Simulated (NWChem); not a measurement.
# One shape, several levels: CBr2Cl2 (SMILES ClC(Cl)(Br)Br)

Aim: a comparison of 3 runs (HF/def2-SVP, PBE0/def2-SVP, PBE0/pcseg-2) of CBr2Cl2. 

The calculation is run with NWChem 7.3.0.

## (1) Starting point

CBr2Cl2: 5 atoms, total charge 0, spin state singlet. SMILES: `ClC(Cl)(Br)Br`. Geometry: relaxed at PBE0-D4/def2-TZVP.

Bond lengths: Cl1–C2 1.755 Å, C2–Cl3 1.755 Å, C2–Br4 1.940 Å, C2–Br5 1.940 Å. Angles: Cl1–C2–Cl3 109.9°, Cl1–C2–Br4 109.5°, Cl1–C2–Br5 109.5°, Cl3–C2–Br4 109.5°, Cl3–C2–Br5 109.5°, Br4–C2–Br5 109.1°.

## (2) Energy and gradient at HF/def2-SVP (run 1)

mol.nw

```
START mol
memory 2200 mb
GEOMETRY units angstrom noautosym nocenter noautoz
  Cl     0.575900    -0.931900     1.411700
  C     -0.009600    -0.014800     0.034300
  Cl    -1.436900     0.900100     0.488900
  Br    -0.454900    -1.231600    -1.410000
  Br     1.375400     1.204500    -0.566200
END
BASIS spherical bse
  * library def2-SVP
END
SCF
  thresh 1e-08
  maxiter 80
END
TASK scf gradient
```

The run is started by

```sh
nwchem mol.nw > mol.out
```

Output:

```text
[...]
  functions       =   114
[...]
  wavefunction    = RHF
[...]
         Total SCF energy =  -6100.689286813721
      One-electron energy = -10184.217226675839
      Two-electron energy =   3232.082330830345
 Nuclear repulsion energy =    851.445609031774
        Time for solution =     31.8s
[...]
                         RHF ENERGY GRADIENTS
    atom               coordinates                        gradient
                 x          y          z           x          y          z
   1 Cl      1.088293  -1.761036   2.667726   -0.001349   0.002257  -0.003623
   2 C      -0.018141  -0.027968   0.064818   -0.002466  -0.000017   0.005291
   3 Cl     -2.715347   1.700942   0.923887    0.003645  -0.002274  -0.001353
   4 Br     -0.859636  -2.327387  -2.664514    0.000276   0.000278  -0.000049
   5 Br      2.599129   2.276175  -1.069963   -0.000106  -0.000244  -0.000266
[...]
```

Wall time 40 s (1 thread of AMD EPYC 7B13 (Zen 3), shared host); peak memory 0.1 GiB.

## (3) Energy and gradient at PBE0/def2-SVP (run 2)

nw.nw

```
start nw
memory total 2200 mb
geometry units angstrom noautosym nocenter noautoz
  Cl    0.575900   -0.931900    1.411700
  C    -0.009600   -0.014800    0.034300
  Cl   -1.436900    0.900100    0.488900
  Br   -0.454900   -1.231600   -1.410000
  Br    1.375400    1.204500   -0.566200
end
basis spherical bse
  Cl library def2-SVP
  C library def2-SVP
  Br library def2-SVP
end
dft
  xc pbe0
  grid fine
  convergence energy 1e-08
  iterations 100
  mulliken
end
task dft gradient
```

The run is started by

```sh
nwchem nw.nw > nw.out
```

Output:

```text
[...]
          Wavefunction type:  closed shell.
          No. of atoms     :     5
          No. of electrons :   110
[...]
          Charge           :     0
          Spin multiplicity:     1
[...]
          AO basis - number of functions:   114
[...]
              XC Information
              --------------
                         PBE0 Method XC Functional
                     Hartree-Fock (Exact) Exchange  0.250
          PerdewBurkeErnzerhof Exchange Functional  0.750
            Perdew 1991 LDA Correlation Functional  1.000 local
           PerdewBurkeErnz. Correlation Functional  1.000 non-local
[...]
 d= 0,ls=0.0,diis     1  -6104.6599134371 -6.96D+03  2.23D-02  1.91D+00     3.2
[...]
 d= 0,ls=0.0,diis     8  -6104.9018659295 -9.62D-10  2.56D-06  9.87D-08    18.5
         Total DFT energy =    -6104.901865929531
      One electron energy =   -10184.308713071820
           Coulomb energy =     3471.633129499416
    Exchange-Corr. energy =     -243.671891388901
 Nuclear repulsion energy =      851.445609031774
[...]
  wavefunction    = closed shell
                         DFT ENERGY GRADIENTS
    atom               coordinates                        gradient
                 x          y          z           x          y          z
   1 Cl      1.088293  -1.761036   2.667726   -0.001531   0.002202  -0.003067
   2 C      -0.018141  -0.027968   0.064818   -0.000828  -0.000011   0.001741
   3 Cl     -2.715347   1.700942   0.923887    0.003339  -0.002218  -0.000852
   4 Br     -0.859636  -2.327387  -2.664514    0.000387   0.001186   0.001510
   5 Br      2.599129   2.276175  -1.069963   -0.001367  -0.001160   0.000667
[...]
```

Wall time 26 s (1 thread of AMD EPYC 7B13 (Zen 3), shared host); peak memory 0.13 GiB.

## (4) Energy and forces at PBE0/pcseg-2 (run 3)

struct.nw

```
start struct
memory 2200 mb

geometry noautosym nocenter noautoz
Cl       0.575900      -0.931900       1.411700
C       -0.009600      -0.014800       0.034300
Cl      -1.436900       0.900100       0.488900
Br      -0.454900      -1.231600      -1.410000
Br       1.375400       1.204500      -0.566200
end

basis spherical bse
Cl library pcseg-2
C library pcseg-2
Br library pcseg-2
end

dft
xc pbe0
mult 1
grid fine
convergence energy 1e-08
iterations 100
mulliken
print medium
end

task dft gradient
```

The run is started by

```sh
nwchem struct.nw > struct.out
```

Output:

```text
[...]
          Wavefunction type:  closed shell.
          No. of atoms     :     5
          No. of electrons :   110
[...]
          Charge           :     0
          Spin multiplicity:     1
[...]
          AO basis - number of functions:   184
[...]
              XC Information
              --------------
                         PBE0 Method XC Functional
                     Hartree-Fock (Exact) Exchange  0.250
          PerdewBurkeErnzerhof Exchange Functional  0.750
            Perdew 1991 LDA Correlation Functional  1.000 local
           PerdewBurkeErnz. Correlation Functional  1.000 non-local
[...]
 d= 0,ls=0.0,diis     1  -6105.7537009756 -6.96D+03  1.03D-02  2.80D+00    22.0
[...]
 d= 0,ls=0.0,diis     8  -6105.9890752798  6.91D-09  2.77D-06  4.56D-07   131.8
         Total DFT energy =    -6105.989075279796
      One electron energy =   -10187.395087888548
           Coulomb energy =     3473.690526649174
    Exchange-Corr. energy =     -243.730123072195
 Nuclear repulsion energy =      851.445609031774
[...]
  wavefunction    = closed shell
                         DFT ENERGY GRADIENTS
    atom               coordinates                        gradient
                 x          y          z           x          y          z
   1 Cl      1.088293  -1.761036   2.667726   -0.000535   0.000756  -0.001049
   2 C      -0.018141  -0.027968   0.064818    0.000011  -0.000009  -0.000084
   3 Cl     -2.715347   1.700942   0.923887    0.001157  -0.000773  -0.000289
   4 Br     -0.859636  -2.327387  -2.664514    0.000222   0.000735   0.000976
   5 Br      2.599129   2.276175  -1.069963   -0.000854  -0.000708   0.000446
[...]
```

Run time: 3 min. Hardware: 1 thread of AMD EPYC 7B13 (Zen 3), shared host; peak memory 0.15 GiB.

## (5) All runs side by side

```
run          level  iteration cap  module   energy (Eh)  dipole moment (D)  HOMO energy (eV)  LUMO energy (eV)  wall time
  1    HF/def2-SVP             80     scf  -6100.689287               0.17            -11.35              2.13       40 s
  2  PBE0/def2-SVP            100     dft  -6104.901866               0.06             -8.25             -1.82       26 s
  3   PBE0/pcseg-2            100     dft  -6105.989075               0.06             -8.41             -2.17      3 min
```

## (6) Outcome

| quantity | value |
| --- | --- |
| run 3: total energy | -6105.98908 Eh |
| run 3: dipole moment | 0.06 D |
| run 3: HOMO energy | -8.41 eV |
| run 3: LUMO energy | -2.17 eV |
| run 3: HOMO–LUMO gap | 6.24 eV |
| run 3: largest force on an atom | 0.073 eV/Å |

What this shows: The dipole moment (its size) runs from 0.06 D (PBE0/pcseg-2) to 0.17 D (HF/def2-SVP). The two ends differ in method and basis. The HOMO–LUMO gap runs from 6.24 eV (PBE0/pcseg-2) to 13.48 eV (HF/def2-SVP). All runs together took 4.2 min, the longest 3 min.
